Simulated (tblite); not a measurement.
# C5H10OSSi: the cost of one run

Programs: tblite 0.8.0 and PySCF 2.14.0, with density-fitted response routines of our own. Each step states its level of theory. These are calculated values for one molecule in the gas phase, unless marked as measured. Atoms are numbered from 0 throughout.

**1. The molecule as given**

18 atoms, charge 0, multiplicity 1; geometry from: force field or distance geometry start.

Bonds of the start (Å): O0–C1 1.41, C1–C2 1.54, C2–C3 1.43, C3–C4 1.42, C4–C5 1.52, C5–S6 1.83, S6–Si7 2.15, C3–C1 1.42, C5–C3 1.43, O0–H8 0.99, C1–H9 1.11, C2–H10 1.13, C2–H11 1.10, C4–H12 1.12, C4–H13 1.13, C5–H14 1.10, Si7–H15 1.45, Si7–H16 1.48, Si7–H17 1.46.

**2. Optimising the geometry with GFN2-xTB**

What the job is given:

```
{"job": {"kind": "relax", "xc": "GFN2-xTB", "basis": "xTB"}, "charge": 0, "multiplicity": 1}
O     -1.711600     2.064500     0.000700
C     -1.963400     0.856700    -0.672100
C     -2.302200    -0.240800     0.357400
C     -1.112000    -0.257500    -0.434700
C     -0.452000    -1.251800    -1.207000
C      0.274300    -0.444700    -0.140500
S      1.429800     0.760200    -0.882000
Si     3.419600     0.300200    -0.213500
H     -0.883300     1.933500     0.522400
H     -2.691800     0.960300    -1.496800
H     -3.171200    -0.877200     0.029400
H     -2.308000     0.054300     1.421000
H     -0.538000    -2.324600    -0.906400
H     -0.083600    -1.128500    -2.266200
H      0.575200    -0.987700     0.768400
H      4.395700     0.498700    -1.269700
H      3.399700    -1.112300     0.219800
H      3.714100     1.203000     0.893400
```

Started as:

```console
$ OMP_NUM_THREADS=1 python probes_run.py task.json out
```

This one command runs all jobs of the session in turn.

Q: Estimate the wall time and peak memory of this first job on 1 thread of Arm Neoverse N1, shared host.

About 2.6 s, with a peak of 0.18 GiB.
